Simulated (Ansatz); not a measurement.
Set up this calculation in Ansatz 0.2.0, as the native input.

| Property | Result |
| --- | --- |
| Task | single point |
| Functional | PBEsol |
| Potentials or basis | Ansatz PAW |
| Cutoff | 420 eV (not typed: the program's choice for these potentials) |
| k mesh | 6 × 6 × 10 |
| Occupations | fermi-dirac, width 0.05 eV |
| Spin | no spin polarisation |

MoN2:

```
CELL_PARAMETERS angstrom
4.34805 0.00000 0.00000
0.00000 4.34805 0.00000
0.00000 0.00000 2.76746
ATOMIC_POSITIONS crystal
Mo 0.00546 0.01441 0.98945
Mo 0.50382 0.50326 0.99801
N 0.61578 0.88571 0.49528
N 0.38349 0.11590 0.49763
N 0.10695 0.61302 0.50859
N 0.87787 0.38940 0.48793
```

The cell comes from a database or a generator and needn't be the stable form of this composition.

The cell isn't the ideal one: atoms moved at random, drawn with an rms of 0.05 Å.

One way to write it, as run:

input.yaml

```yaml
crystal:
  lattice:
    - [4.348053, 0.0, 0.0]
    - [0.0, 4.348053, 0.0]
    - [0.0, 0.0, 2.76746]
  atoms:
    - { symbol: Mo, position: [0.005457, 0.014411, -0.010548] }
    - { symbol: Mo, position: [0.503817, 0.503259, -0.001991] }
    - { symbol: "N", position: [0.615779, 0.885711, 0.495283] }
    - { symbol: "N", position: [0.383486, 0.115904, 0.497628] }
    - { symbol: "N", position: [0.106955, 0.613024, 0.508594] }
    - { symbol: "N", position: [0.877868, 0.3894, 0.487929] }
hamiltonian:
  xc: pbesol
  pseudopotentials: { kind: paw }
kpoints:
  mp_grid: { grid: [6, 6, 10] }
scf:
  occupations: { method: fermi_dirac, width: 0.05 }
output:
  forces: true
  stress: true
  eigenvalues: true
```

Potentials or basis: Ansatz PAW.

Run with:

```console
$ ansatz run input.yaml --threads 2 --pin off --max-ram 5632MiB --backend cpu --events-out ev --progress --plain --runs-dir out
```

It gave:

- Pressure: -14.9 GPa
- Largest force: 1.456 eV/Å
- Band gap on the k mesh: none (metal or under the smearing width)

Caveat: the pressure holds a Pulay correction of +0.7 GPa for the finite cutoff; the PAW data sets come from PBE, with cores solved anew for the run's functional, which leaves a small shift of forces and pressure.

Wall time 15 s on 2 threads of Arm Neoverse V1, on a shared host, peak memory 0.52 GiB.
